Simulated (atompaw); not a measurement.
# Mg: the cost of one run

Method: atompaw 4.2.0.5, LDA (PW92), scalar-relativistic.

## (1) Settings

The settings as typed:

| Item | Value |
| --- | --- |
| element | magnesium (Mg, Z = 12) |
| type | PAW |
| frozen core | [Ne] |
| valence charge | 2 |
| reference configuration | 3s2 3p0 |
| partial waves | 3s (bound): rc 2.50 bohr; 3s channel at 1.2 Ry: rc 2.50 bohr; 3p (bound, empty): rc 2.50 bohr; 3p channel at 0.85 Ry: rc 2.50 bohr; 3d channel at 0.15 Ry: rc 2.50 bohr |
| local potential | ultrasoft scheme with l = 3 at 0 Ry, radius 2.25 bohr |
| core correction | smooth core density matched at 2.25 bohr |
| augmentation charge | besselshape compensation charge, radius 1.08 bohr; PAW radius 2.50 bohr; waves and projectors: custom polynom vanderbiltortho |

The outer shells as boxes (Hund's rule for the drawing; the calculation is spin-unpolarised):

```
[Ne] core
3s [↑↓]
3p [  ][  ][  ]
```

An earlier all-electron run gives the scale for the radii.

All-electron outer shells of the reference configuration (LDA (PW92), scalar-relativistic, ld1.x):

| shell | level (eV) | outermost node (bohr) | outermost maximum (bohr) |
| --- | --- | --- | --- |
| 2s | -79.30 | 0.18 | 0.55 |
| 2p | -46.73 | – | 0.48 |
| 3s | -4.78 | 0.90 | 2.53 |
| 3p | -1.37 | 0.96 | 3.50 |

## (2) Generation

The input, Mg.input:

```
Mg 12
LDA-PW scalarrelativistic loggrid 1500 logderivrange -2 5 176
3 3 0 0 0 0
3 1 0
0 0 0
c
c
v
c
v
2
2.50 1.08 2.25 2.25
y
1.2
n
y
0.85
n
y
0.15
n
custom polynom vanderbiltortho besselshape
3 0 ultrasoft
2.50
2.50
2.50
2.50
2.50
PWSCFOUT
UPFDX 0.0125d0 UPFXMIN -7.d0 UPFZMESH 12.d0
END
```

The run is started by

```
atompaw < Mg.input > Mg.log
```

**Question.** How long does this run take on 1 thread of Intel Xeon Platinum 8259CL at 2.50GHz, shared host?

About 3 s.
